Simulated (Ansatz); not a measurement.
# Ge: the cost of one run

Program: Ansatz 0.2.0. Level of theory: DFT r2SCAN, spin-orbit coupling, plane waves, PAW, and further levels as typed in the inputs. These are calculated values, not measurements.

### 1 Starting point

It takes space group Fd-3m (No. 227, cubic). The conventional cell has a = 5.658 Å, b = 5.658 Å, c = 5.658 Å, α = 90.00°, β = 90.00°, γ = 90.00°. Around Ge (site symmetry -43m) lie 4 Ge at 2.45 Å.

Coordinates:

```xyz
2
Lattice="0.0000 2.8289 2.8289 2.8289 0.0000 2.8289 2.8289 2.8289 0.0000" Properties=species:S:1:pos:R:3 pbc="T T T"
Ge    0.0000    0.0000    0.0000
Ge    1.4145    1.4145    1.4145
```

### 2 Single point: Ge

File input.yaml:

```yaml
crystal:
  lattice:
    - [0.0, 2.82895, 2.82895]
    - [2.82895, 0.0, 2.82895]
    - [2.82895, 2.82895, 0.0]
  atoms:
    - { symbol: Ge, position: [0.0, 0.0, 0.0] }
    - { symbol: Ge, position: [0.25, 0.25, 0.25] }
scf:
  occupations: { method: gaussian, width: 0.01 }
output:
  eigenvalues: true
  eigenstates:
    kpoints:
      - [0, 0, 0]
      - [0.5, 0.5, 0.5]
      - [0.5, 0, 0]
      - [0.425, 0.425, 0]
      - [0.425, 0, 0.425]
    e_range: [-3, 4]
hamiltonian:
  xc: r2scan
kpoints:
  mp_grid: { grid: [8, 8, 8] }
magnetization:
  noncollinear: true
  spin_orbit: true
```

Run with:

```console
$ ansatz run input.yaml --threads 2 --pin off --max-ram 6144MiB --backend cpu --events-out ev --progress --plain --runs-dir out
```

**Question.** How long does this run take on 2 threads of Intel Xeon at 2.30GHz, shared host, and how much memory does it need?

About 16 s, with a peak of 0.58 GiB.
